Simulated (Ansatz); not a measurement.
# ScCu, space group Pm-3m: a comparison of norm-conserving and PAW potentials

With Ansatz 0.2.0, Python API.

Typed at the interpreter:
```pycon
>>> import ansatz as az
>>> import numpy as np
>>> def count_gap(report):
...     # lowest empty less highest filled band, counting bands; zero where they overlap
...     return max(report.get("gap_by_band_count_ev") or 0.0, 0.0)
...
>>> xtal = (
...     az.Lattice.of((3.256, 0.0, 0.0), (0.0, 3.256, 0.0), (0.0, 0.0, 3.256))
...     .atom("Sc", (0.5, 0.5, 0.5))
...     .atom("Cu", (0.0, 0.0, 0.0))
... )
>>> calc = (
...     xtal.calculation()
...     .functional("lda")
...     .kpoints(7)
...     .occupations("methfessel_paxton")
...     .scf(tolerance=1e-08)
...     .stress()
...     .forces()
...     .band_table()
... )
>>> variants = {
...     "PAW": calc.pseudopotentials("paw"),
...     "norm-conserving": calc.pseudopotentials("nc"),
... }
>>> # totals differ by the cores that each treatment holds, so compare what does not depend on them
>>> rows = []
>>> for label, variant in variants.items():
...     report = variant.run().report
...     levels = np.array(report["eigenvalues_ev"][0]) - report["fermi_energy_ev"]
...     print(label, "levels at the first k-point near E_F:", np.round(levels[np.abs(levels) < 5], 3))
...     rows.append((label, report["n_electrons"], np.trace(report["stress_gpa"]) / 3, count_gap(report)))
...
DeckWarning: basis.ecutwfc = 420 eV, auto-derived from the records' recommended cutoffs: set by Sc (normal level)
DeckWarning: output.stress: scf.convergence.dr2_threshold = 1e-8 eV is looser than the 2e-10 eV advised for a printed stress (1e-10 eV for each atom of the cell: 2). What an SCF threshold leaves in a stress goes as its square root, and in the free energy as the threshold itself, and one threshold admits the most on a small cell: of the crystals measured, under no hybrid functional and no lock of [...]
PAW levels at the first k-point near E_F: [-3.791 -3.791 -2.953 -2.953 -2.953  0.545  0.545  3.18   3.18   3.18 ]
DeckWarning: basis.ecutwfc = 1251.723767 eV, auto-derived from the records' recommended cutoffs: set by Cu (normal level)
norm-conserving levels at the first k-point near E_F: [-3.769 -3.769 -2.923 -2.923 -2.923  0.557  0.557  3.185  3.185  3.185]
>>> print("     treatment  electrons in bands           P GPa  gap by band count eV")
     treatment  electrons in bands           P GPa  gap by band count eV
>>> for row in rows:
...     print(f"{str(row[0]):>14s}  {row[1]:18.1f}  {row[2]:14.3f}  {row[3]:20.3f}")
...
           PAW                30.0          -7.560                 0.000
norm-conserving                30.0          -7.740                 0.000
```

PAW gives -7.560 GPa and norm-conserving -7.740 GPa, 0.18 GPa apart. They took 0.5 and 1.8 s of processor time.

Spin is left out of this run. The computed bands are complete only to about 2.1 eV above the Fermi level. The mesh is modest for a metal, so energies can be off by several to tens of meV an atom and pressures by half a GPa or more; differences at equal mesh fare better. A gap by band count of zero or less means overlapping bands, a metal. At these settings the cell as given stands under about -8 GPa, so it isn't at this functional's equilibrium volume. The starting cell is as deposited in a crystallographic database; the results hold for this polymorph, which needn't be the stable one. Gaps and levels are Kohn-Sham values on a finite set of k-points. Warnings are shown shortened and without file and line. Stress is positive in compression. Timing: 2.7 s on 1 thread of Intel(R) Xeon(R) 6975P-C (Granite Rapids), with other jobs on the host, peak memory 0.44 GiB.

(A comment or docstring line of the script was reworded after the run, the code is as it ran; lines on the test bed's own set-up are left out of the output.)
